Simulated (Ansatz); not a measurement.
What does this script print? It uses Ansatz 0.2.0, Python API.

`freq.py`:
```python
# -*- coding: utf-8 -*-
from dataclasses import dataclass

import ansatz
import numpy as np


@dataclass(frozen=True)
class Settings:
    basis_set: str = "cc-pVDZ"
    xc: str = "pbe0"


cfg = Settings()

GEOMETRY = """
O     1.06350   -2.15080   -1.34830
C     0.55590   -1.50660   -0.38030
N     0.05960   -0.88460    0.61280
Al   -0.35720    0.95480    0.46420
F    -0.26080    1.78860   -1.12790
H    -1.01890    1.73470    1.73330
"""

mol = ansatz.Crystal.molecule()
for line in GEOMETRY.strip().splitlines():
    symbol, *xyz = line.split()
    mol = mol.atom(symbol, [float(v) for v in xyz])

setup = mol.calculation()
setup = setup.basis(gaussian=cfg.basis_set)
setup = setup.functional(cfg.xc)
symbols = [site.symbol for site in mol.cartesian_sites]
start = np.array([site.position_ang for site in mol.cartesian_sites], dtype=float)
r = setup.relax(force_tolerance=0.003).run(threads=1).report
end = np.array(r["positions_ang"])

print("bond        before    after (A)")
for i, j in [(0, 1), (1, 2), (2, 3), (3, 4), (3, 5)]:
    d0, d1 = (np.linalg.norm(xyz[i] - xyz[j]) for xyz in (start, end))
    print(f"{symbols[i]}{i}-{symbols[j]}{j}".ljust(10), f"{d0:8.4f} {d1:8.4f}")

minimum = ansatz.Crystal.molecule()
for symbol, xyz in zip(symbols, end):
    minimum = minimum.atom(symbol, xyz.tolist())
vibrating = (
    minimum.calculation()
    .basis(gaussian=cfg.basis_set)
    .functional(cfg.xc)
    .phonons(temperatures=(298.15, 498.15, 100))
)
vib = vibrating.run(threads=1).report["vibrations"]
sums = vib["harmonic_sums"]
modes = [m["omega_inv_cm"] for m in sums["modes_at_gamma"] if m["rigid_motion"] == "no"]
for number, w in enumerate(modes, start=1):
    print(f"mode {number:2d} {w:9.1f} 1/cm {w / 8065.544 * 1000:8.2f} meV")
print("imaginary modes:", sum(w < 0 for w in modes), " zero-point energy:", round(sums["zero_point_energy_ev"], 4), "eV")
print("T (K)   F_vib (eV)   S_vib (meV/K)   C_vib (meV/K)")
for row in zip(sums["temperatures_k"], sums["vibrational_free_energy_ev"], vib["entropy_ev_per_k"], vib["heat_capacity_ev_per_k"]):
    print(f"{row[0]:6.1f} {row[1]:11.4f} {1000 * row[2]:13.4f} {1000 * row[3]:15.4f}")
```

Output of `python freq.py`:
```text
bond        before    after (A)
O0-C1        1.2687   1.1694
C1-N2        1.2726   1.2063
N2-Al3       1.8919   1.7805
Al3-F4       1.7998   1.6855
Al3-H5       1.6299   1.5679
mode  1      29.1 1/cm     3.61 meV
mode  2      78.3 1/cm     9.70 meV
mode  3     245.4 1/cm    30.43 meV
mode  4     485.0 1/cm    60.13 meV
mode  5     555.9 1/cm    68.93 meV
mode  6     626.8 1/cm    77.72 meV
mode  7     636.3 1/cm    78.89 meV
mode  8     640.7 1/cm    79.43 meV
mode  9     850.1 1/cm   105.40 meV
mode 10    1503.2 1/cm   186.37 meV
mode 11    2002.6 1/cm   248.29 meV
mode 12    2424.4 1/cm   300.59 meV
imaginary modes: 0  zero-point energy: 0.6247 eV
T (K)   F_vib (eV)   S_vib (meV/K)   C_vib (meV/K)
 298.1      0.5249        0.6149          0.5059
 398.1      0.4552        0.7763          0.6085
 498.1      0.3702        0.9210          0.6825
```

The frequencies are harmonic and unscaled, in a modest basis. The result belongs to the one conformer reached from this start, and soft torsions count as harmonic oscillators. Finished in 75 s on 1 thread of Intel(R) Xeon(R) 6975P-C (Granite Rapids) (shared host), peak memory 0.25 GiB.

(A comment or docstring line of the script was reworded after the run, the code is as it ran; lines on the test bed's own set-up are left out of the output.)
